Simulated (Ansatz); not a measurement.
**CH₆B₂SSi: a ladder of functionals and wavefunction methods**

The task here is to estimate one member of a computed series from the others.

Program: Ansatz 0.2.0, Gaussian basis. Level of theory: functionals in def2-TZVPP, the program's frozen cores in correlated methods. These are calculated values, not measurements.

Levels to be run: LDA (SPW92), PBE-D4, revPBE-D4, BLYP-D4, r2SCAN-D4, B97M-V, PBE0-D4, B3LYP-D4, r2SCANh-D4, r2SCAN0-D4, HSE06-D4, BHLYP-D4, CAM-B3LYP-D4, LC-ωPBE, ωB97X-V, ωB97M-V, B2PLYP, PBE-QIDH; CCSD(T)/def2-SVP; CCSD(T)/def2-TZVPP; MP2/def2-QZVPP; extrapolation to the limit; RPA on PBE.

### The relaxed structure

The geometry comes from an earlier relaxation with PBE0-D4 in a triple-zeta def2 set; it is a stationary point, not always the lowest conformer.

SMILES `[SiH3]SB1BC1`, 11 atoms, charge 0, spin multiplicity 1.

Atoms are counted from 1 here; the program's logs count them from 0.

Bond lengths: Si1–S2 2.151 Å, Si1–H6 1.482 Å, Si1–H7 1.483 Å, Si1–H8 1.486 Å, S2–B3 1.772 Å, B3–B4 1.553 Å, B3–C5 1.637 Å, B4–C5 1.495 Å, B4–H9 1.183 Å, C5–H10 1.088 Å, C5–H11 1.104 Å. Angles: S2–Si1–H6 110.3°, S2–Si1–H7 106.8°, S2–Si1–H8 109.6°, H6–Si1–H7 110.6°, H6–Si1–H8 109.5°, H7–Si1–H8 109.8°, Si1–S2–B3 99.2°, S2–B3–B4 167.3°, S2–B3–C5 135.8°, B4–B3–C5 55.8°, B3–B4–C5 64.9°, B3–B4–H9 151.3°, C5–B4–H9 130.9°, B3–C5–B4 59.3°, B3–C5–H10 150.4°, B3–C5–H11 79.7°, B4–C5–H10 125.8°, B4–C5–H11 125.2° and more.

Geometry (Å):

| atom | x (Å) | y (Å) | z (Å) |
| --- | --- | --- | --- |
| Si1 | -1.0200 | 0.3047 | -1.7607 |
| S2 | 1.0640 | 0.7043 | -1.4087 |
| B3 | 1.1337 | 0.3421 | 0.3244 |
| B4 | 1.5232 | 0.1213 | 1.8119 |
| C5 | 0.3141 | -0.6301 | 1.3546 |
| H6 | -1.8621 | 1.1394 | -0.8716 |
| H7 | -1.2846 | 0.6254 | -3.1840 |
| H8 | -1.3023 | -1.1315 | -1.5067 |
| H9 | 1.8192 | 0.5359 | 2.8794 |
| H10 | -0.5682 | -0.8429 | 1.9545 |
| H11 | 0.2485 | -1.2256 | 0.4276 |

The first run:

File in.yaml:

```yaml
crystal:
  periodic: [false, false, false]
  atoms:
    - {symbol: Si, position_ang: [-1.019969, 0.304675, -1.760732]}
    - {symbol: S, position_ang: [1.064035, 0.704272, -1.408688]}
    - {symbol: B, position_ang: [1.133683, 0.342087, 0.324394]}
    - {symbol: B, position_ang: [1.523232, 0.121334, 1.811894]}
    - {symbol: C, position_ang: [0.314074, -0.630134, 1.354596]}
    - {symbol: H, position_ang: [-1.862072, 1.139397, -0.871639]}
    - {symbol: H, position_ang: [-1.284595, 0.625415, -3.183955]}
    - {symbol: H, position_ang: [-1.302311, -1.131476, -1.506737]}
    - {symbol: H, position_ang: [1.819190, 0.535944, 2.879410]}
    - {symbol: H, position_ang: [-0.568247, -0.842919, 1.954479]}
    - {symbol: H, position_ang: [0.248480, -1.225594, 0.427578]}
basis:
  gaussian: {orbitals: def2-TZVPP}
hamiltonian: {xc: lda}
output: {orbitals: {seedname: orbitals}}
```

Among the steps run: LDA; PBE-D4 (GGA); revPBE-D4 (GGA); BLYP-D4 (GGA); r2SCAN-D4 (meta-GGA); B97M-V (meta-GGA); PBE0-D4 (hybrid); B3LYP-D4 (hybrid); r2SCANh-D4 (hybrid); r2SCAN0-D4 (hybrid); HSE06-D4 (hybrid); BHLYP-D4 (hybrid); CAM-B3LYP-D4 (range-separated); LC-ωPBE (range-separated); ωB97X-V (range-separated); ωB97M-V (range-separated); B2PLYP (double hybrid); PBE-QIDH (double hybrid).

One of the session's tables, all rows but one given; the rest of the session is left out.

It belongs to the step «Orbital energies across the functionals». 

| functional | HOMO (eV) | LUMO (eV) | gap (eV) |
| --- | --- | --- | --- |
| LDA (SPW92) | -6.10 | -2.78 | 3.31 |
| PBE-D4 | -5.99 | -2.58 | 3.41 |
| revPBE-D4 | -5.94 | -2.49 | 3.45 |
| BLYP-D4 | -5.86 | -2.38 | 3.48 |
| r2SCAN-D4 | -6.21 | -2.35 | 3.86 |
| B97M-V | ? | ? | ? |
| PBE0-D4 | -7.16 | -1.64 | 5.52 |
| B3LYP-D4 | -6.96 | -1.80 | 5.15 |
| r2SCANh-D4 | -6.65 | -2.02 | 4.63 |
| r2SCAN0-D4 | -7.30 | -1.52 | 5.78 |
| HSE06-D4 | -6.76 | -2.02 | 4.74 |
| BHLYP-D4 | -8.21 | -0.55 | 7.66 |
| CAM-B3LYP-D4 | -8.48 | -0.47 | 8.01 |
| LC-ωPBE | -9.82 | 0.61 | 10.43 |
| ωB97X-V | -9.47 | 0.55 | 10.02 |
| ωB97M-V | -9.31 | 0.40 | 9.71 |

Estimate the missing values for B97M-V.

**Answer.** HOMO (eV): -6.30; LUMO (eV): -2.33; gap (eV): 3.97. In the column «HOMO (eV)» it lies between r2SCANh-D4 (-6.65) and r2SCAN-D4 (-6.21).
